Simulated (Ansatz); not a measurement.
# MgZn3: the cost of one run

Computed with Ansatz 0.2.0, driven from Python. Level of theory: DFT PBEsol+D4, plane waves, PAW.

## (1) The system

Symmetry: Pm-3m, No. 221, cubic system. The conventional cell has a = 3.966 Å, b = 3.966 Å, c = 3.966 Å, α = 90.00°, β = 90.00°, γ = 90.00°. Around Mg (site symmetry m-3m) lie 12 Zn at 2.80 Å. Zn (site symmetry 4/mmm) is surrounded by 4 Mg at 2.80 Å and 8 Zn at 2.80 Å.

The script holds or builds the structure itself.

## (2) Script

The input, push.py:

```python
# -*- coding: utf-8 -*-
import ansatz as az
import numpy as np
from pymatgen.core import Lattice, Structure
from pymatgen.io.ase import AseAtomsAdaptor

FUNCTIONAL = "pbesol"
VDW = "d4"
MESH = (5, 5, 5)
SMEARING_WIDTH = 0.15
TOLERANCE = 1e-05


def main():
    pmg_structure = Structure(
        Lattice([(3.96628632, 0.0, 0.0), (0.0, 3.96628632, 0.0), (0.0, 0.0, 3.96628632)]),
        ["Mg", "Zn", "Zn", "Zn"],
        [
            (0.0, 0.0, 0.0),
            (0.5, 0.5, 0.0),
            (0.5, 0.0, 0.5),
            (0.0, 0.5, 0.5),
        ],
    )
    xtal = az.Crystal.from_ase(AseAtomsAdaptor.get_atoms(pmg_structure))

    inverse = np.linalg.inv(np.array(xtal.lattice.vectors))
    home = np.array(xtal.sites[3].position)
    values = np.linspace(-0.02, 0.02, 5)
    energies, pulls = [], []
    for shift in values:
        moved = xtal.move(3, to=home + shift * inverse[2])
        job = (
            moved.calculation()
            .functional(FUNCTIONAL, dispersion=VDW)
            .basis(18 * az.Ha)
            .accuracy("low")
            .kpoints(*MESH, center="gamma")
            .occupations(az.OccupationsMethod.COLD, width=SMEARING_WIDTH)
            .scf(tolerance=TOLERANCE)
            .forces()
        )
        data = job.run(threads=1, backend="cpu").report
        energies.append(data["free_energy_ev"])
        pulls.append(data["forces_ev_ang"][3][2])

    print("shift (A)   dE (eV)   force along z (eV/A)")
    for shift, e, f in zip(values, energies, pulls):
        print(f"{shift:8.3f} {e - energies[2]:10.5f} {f:12.4f}")
    print(f"stiffness from energies {2 * np.polyfit(values, energies, 2)[0]:.3f}, from forces {-np.polyfit(values, pulls, 1)[0]:.3f} eV/A^2")


if __name__ == "__main__":
    main()
```

## (3) What the engine is handed

The package turns the script's settings into the engine's input (first run):

```yaml
crystal:
  lattice:
    - [3.96628632, 0.0, 0.0]
    - [0.0, 3.96628632, 0.0]
    - [0.0, 0.0, 3.96628632]
  atoms:
    - { symbol: Mg, position: [0.0, 0.0, 0.0] }
    - { symbol: Zn, position: [0.5, 0.5, 0.0] }
    - { symbol: Zn, position: [0.5, 0.0, 0.5] }
    - { symbol: Zn, position: [0.0, 0.5, 0.49495749968953323] }
accuracy: low
basis:
  ecutwfc: 489.804952427784
kpoints:
  mp_grid:
    grid: [5, 5, 5]
    shift: [0.0, 0.0, 0.0]
hamiltonian:
  xc: pbesol
  dispersion: d4
scf:
  convergence:
    dr2_threshold: 1.0e-05
  occupations:
    method: cold
    width: 0.15
output:
  forces: true
```

## (4) Running it

The run is started by

```sh
> python push.py
```

Q: Estimate wall time and peak memory on 1 thread of Intel Xeon Platinum 8488C (Sapphire Rapids), shared host.

About 16 s, with a peak of 0.47 GiB.
